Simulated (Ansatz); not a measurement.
# AlGeH₅: basis-set convergence

An exercise on one series of results from a longer session: the logs are not shown, and one member is left open.

Computed with Ansatz 0.2.0, Gaussian basis. Level: one geometry, several basis sets.

The runs, in order: PBE0-D4/def2-SVP; ωB97M-V/def2-SVP; PBE0-D4/def2-QZVPP; ωB97M-V/def2-QZVPP; the functionals' def2-TZVPP values are taken from earlier runs.

### Structure used throughout

An earlier PBE0-D4 in a triple-zeta def2 set relaxation fixed the geometry.

SMILES `[AlH2][GeH3]`, 7 atoms, charge 0, spin multiplicity 1.

Atoms are counted from 1 here; the program's logs count them from 0.

Bond lengths: Al1–Ge2 2.477 Å, Al1–H3 1.588 Å, Al1–H4 1.588 Å, Ge2–H5 1.541 Å, Ge2–H6 1.544 Å, Ge2–H7 1.541 Å. Angles: Ge2–Al1–H3 120.3°, Ge2–Al1–H4 120.3°, H3–Al1–H4 119.4°, Al1–Ge2–H5 113.2°, Al1–Ge2–H6 110.3°, Al1–Ge2–H7 113.1°, H5–Ge2–H6 106.3°, H5–Ge2–H7 107.2°, H6–Ge2–H7 106.3°.

Set-up of the first run:

Contents of in.yaml:

```yaml
crystal:
  periodic: [false, false, false]
  atoms:
    - {symbol: Al, position_ang: [-0.310022, -1.404222, 0.123795]}
    - {symbol: Ge, position_ang: [0.252854, 0.995624, -0.122784]}
    - {symbol: H, position_ang: [0.625164, -2.362328, 0.977121]}
    - {symbol: H, position_ang: [-1.622518, -1.993341, -0.547749]}
    - {symbol: H, position_ang: [-0.281015, 1.612459, -1.430138]}
    - {symbol: H, position_ang: [-0.371619, 1.813381, 1.028708]}
    - {symbol: H, position_ang: [1.768456, 1.270328, -0.074553]}
basis:
  gaussian: {orbitals: def2-SVP}
hamiltonian: {xc: pbe0, dispersion: d4}
output: {orbitals: {seedname: orbitals}}
```

Steps of the session up to this table: PBE0-D4 in def2-SVP; ωB97M-V in def2-SVP; PBE0-D4 in def2-QZVPP; ωB97M-V in def2-QZVPP.

One of the session's tables, all rows but one given; the rest of the session is left out.

It belongs to the step «Functionals by basis». 

```
functional       basis  HOMO (eV)  LUMO (eV)
   PBE0-D4    def2-SVP      -7.61      -2.09
   PBE0-D4  def2-TZVPP      -7.61      -2.09
   PBE0-D4  def2-QZVPP      -7.61      -2.09
   ωB97M-V    def2-SVP      -9.57      -0.38
   ωB97M-V  def2-TZVPP          ?          ?
   ωB97M-V  def2-QZVPP      -9.61      -0.54
```

**Question.** Estimate the row for ωB97M-V, def2-TZVPP.

The run gave: HOMO (eV): -9.61; LUMO (eV): -0.45.
